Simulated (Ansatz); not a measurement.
**Si2HF2+ (SMILES F[Si](F)=[SiH+]): functionals against CCSD(T) at one geometry**

The atoms stand at a structure displaced at random from a GFN2-xTB minimum. How far do the functionals agree with CCSD(T) there?

The runs use Ansatz 0.2.0, Gaussian basis; single points in def2-TZVPP.

Correlated methods freeze the cores.

## Step 1: Starting geometry

SMILES `F[Si](F)=[SiH+]`, 5 atoms, charge 1, spin multiplicity 1.

Atoms are counted from 1 here; the program's logs count them from 0.

Bond lengths: F1–Si2 1.651 Å, Si2–F3 1.514 Å, Si2–Si4 2.307 Å, Si4–H5 1.527 Å. Angles: F1–Si2–F3 92.6°, F1–Si2–Si4 161.1°, F3–Si2–Si4 105.3°, Si2–Si4–H5 97.1°.

As a file:

```xyz
5
charge 1, multiplicity 1
F     1.8282   -0.4058    1.1703
Si    0.3923   -0.1664    0.3923
F     0.2386   -1.6393    0.0773
Si   -1.5767    0.8148   -0.3014
H    -1.0421    1.4129   -1.6007
```

## Step 2: CCSD(T)/def2-TZVPP

Contents of run/in.yaml:

```yaml
crystal:
  periodic: [false, false, false]
  atoms:
    - {symbol: F, position_ang: [1.828200, -0.405800, 1.170300]}
    - {symbol: Si, position_ang: [0.392300, -0.166400, 0.392300]}
    - {symbol: F, position_ang: [0.238600, -1.639300, 0.077300]}
    - {symbol: Si, position_ang: [-1.576700, 0.814800, -0.301400]}
    - {symbol: H, position_ang: [-1.042100, 1.412900, -1.600700]}
basis:
  gaussian: {orbitals: def2-TZVPP}
total_charge: 1
correlation: {method: ccsd_t}
output: {forces: true}
```

The command line of these runs was not kept.

## Step 3: PBE0-D4/def2-TZVPP

run/in.yaml: that of step 2 with these lines changed.

```diff
@@ -11,3 +11,3 @@
 total_charge: 1
-correlation: {method: ccsd_t}
-output: {forces: true}
+hamiltonian: {xc: pbe0, dispersion: d4}
+output: {forces: true, orbitals: {seedname: orbitals}}
```

## Step 4: wB97M-V/def2-TZVPP

run/in.yaml: that of step 3 with these lines changed.

```diff
@@ -11,3 +11,3 @@
 total_charge: 1
-hamiltonian: {xc: pbe0, dispersion: d4}
-output: {forces: true, orbitals: {seedname: orbitals}}
+hamiltonian: {xc: {name: wB97M-V}}
+output: {forces: true}
```

## Step 5: r2SCAN-D4/def2-TZVPP

run/in.yaml: that of step 4 with these lines changed.

```diff
@@ -11,3 +11,3 @@
 total_charge: 1
-hamiltonian: {xc: {name: wB97M-V}}
+hamiltonian: {xc: r2scan, dispersion: d4}
 output: {forces: true}
```

## Step 6: PBE-D4/def2-TZVPP

run/in.yaml: that of step 5 with these lines changed.

```diff
@@ -11,3 +11,3 @@
 total_charge: 1
-hamiltonian: {xc: r2scan, dispersion: d4}
+hamiltonian: {xc: pbe, dispersion: d4}
 output: {forces: true}
```

## Step 7: LC-wPBE/def2-TZVPP

run/in.yaml: that of step 6 with these lines changed.

```diff
@@ -11,3 +11,3 @@
 total_charge: 1
-hamiltonian: {xc: pbe, dispersion: d4}
+hamiltonian: {xc: {name: LC-wPBE}}
 output: {forces: true}
```

## Step 8: r2SCANh-D4/def2-TZVPP

run/in.yaml: that of step 7 with these lines changed.

```diff
@@ -11,3 +11,3 @@
 total_charge: 1
-hamiltonian: {xc: {name: LC-wPBE}}
+hamiltonian: {xc: {name: r2SCANh}, dispersion: d4}
 output: {forces: true}
```

(Steps that only read results are left out.)

Q: Predict the outcome of this session. Wanted: energy less free atoms, CCSD(T)/def2-TZVPP; RMS force component; RMS force error; HOMO and LUMO, PBE0-D4; T1 diagnostic.

As calculated:

| quantity | value |
| --- | --- |
| energy less free atoms, CCSD(T)/def2-TZVPP | -8.278 eV |
| RMS force component | 1.721 to 1.886 eV/Å over the methods |
| RMS force error | PBE0-D4 0.104, wB97M-V 0.091, r2SCAN-D4 0.196, PBE-D4 0.502, LC-wPBE 0.085, r2SCANh-D4 0.123 eV/Å |
| HOMO and LUMO, PBE0-D4 | -13.84 and -10.08 eV |
| T1 diagnostic | 0.017 |

**Reading.** Against CCSD(T) the functionals' energies less atoms differ by -0.943 to -0.122 eV, PBE-D4 by -0.943 eV. A larger basis would deepen the CCSD(T) value, while the functionals are nearly converged already, so the order here is not reliable. On forces the order runs from LC-wPBE to PBE-D4. Frozen-core CCSD(T) forces in triple zeta carry basis errors of their own, and this is one geometry, so small gaps rank nothing. The restricted Hartree–Fock reference is unstable towards an unrestricted one at one or more of these structures.
